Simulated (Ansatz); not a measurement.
**CHGaN (quartet): from Hartree-Fock to the top rungs, cc-pVTZ**

The task here is to estimate one member of a computed series from the others.

The runs use Ansatz 0.2.0, Gaussian basis; cc-pVTZ, core rule «outside noble gas», up to 16 orbitals frozen.

The runs, in order: UHF; CCSD(T) on ROHF; CCSD(T) on UHF; BCCD(T) on ROHF; CCSDT(Q) on ROHF; CCSDT(Q) on UHF.

4 further runs of the same task are left out: 1 for a known fault of the program, 3 set aside as unsound or not needed. Runs told in other sessions of the task aren't counted.

## The system

The geometry is a PBE0/def2-TZVP stationary point (not a proven minimum). No spin-orbit coupling is included. The filled d shell of Ga may be among the frozen orbitals whatever the setting's name suggests.

4 atoms, charge 0, spin multiplicity 4.

Atoms are counted from 1 here; the program's logs count them from 0.

Bond lengths: Ga1–C2 1.944 Å, C2–N3 1.251 Å, C2–H4 1.097 Å. Angles: Ga1–C2–N3 92.4°, Ga1–C2–H4 138.9°, N3–C2–H4 128.7°.

Set-up of the first run:

Input file in.yaml:

```yaml
crystal:
  periodic: [false, false, false]
  atoms:
    - {symbol: Ga, position_ang: [0.000000, -0.000112, 0.585520]}
    - {symbol: C, position_ang: [0.000000, 0.575887, -1.270915]}
    - {symbol: N, position_ang: [0.000000, -0.601910, -1.691936]}
    - {symbol: H, position_ang: [0.000000, 1.509808, -1.846528]}
basis:
  gaussian: {orbitals: cc-pVTZ}
magnetization: {spin_polarized: true, initial_magnetization: 3}
hamiltonian: {xc: hf}
output: {orbitals: {seedname: orbitals}}
```

Command:

```console
> ansatz run in.yaml --threads 1 --pin off --events-out ev --progress --plain --max-ram 4096MiB --backend cpu
```

Among the steps run: UHF; CCSD(T) on ROHF; CCSD(T) on UHF; BCCD(T) on ROHF; CCSDT(Q) on ROHF; CCSDT(Q) on UHF.

One table of the session follows, with a row left open; its other results are not shown here.

| method | from RCCSDT(Q) (meV) |
| --- | --- |
| ROHF | +11143.6 |
| UHF | +10724.9 |
| RMP2 | +1172.0 |
| UMP2 | +1471.5 |
| RCCSD | +632.2 |
| UCCSD | ? |
| RCCSD(T) | +70.5 |
| UCCSD(T) | +59.4 |
| BCCD(T) | +65.3 |
| RCCSDT | +47.0 |
| UCCSDT | +20.9 |
| RCCSDT(Q) | 0 |
| UCCSDT(Q) | -25.8 |

Estimate the missing values for UCCSD.

As computed: from RCCSDT(Q) (meV): +594.7. In the column «from RCCSDT(Q) (meV)» it lies between RCCSD(T) (+70.5) and RCCSD (+632.2).

With the free atoms at the same levels and basis (separate runs), the atomisation energy is 10.382 eV at RCCSDT(Q), 10.344 eV at RCCSD(T), 10.345 eV at UCCSD(T), 6.390 eV at ROHF.

Limits of these values: Restricted and unrestricted rows rest on different reference determinants; a gap between their highest levels can come from leftover correlation error, from unlike frozen cores or from another state.
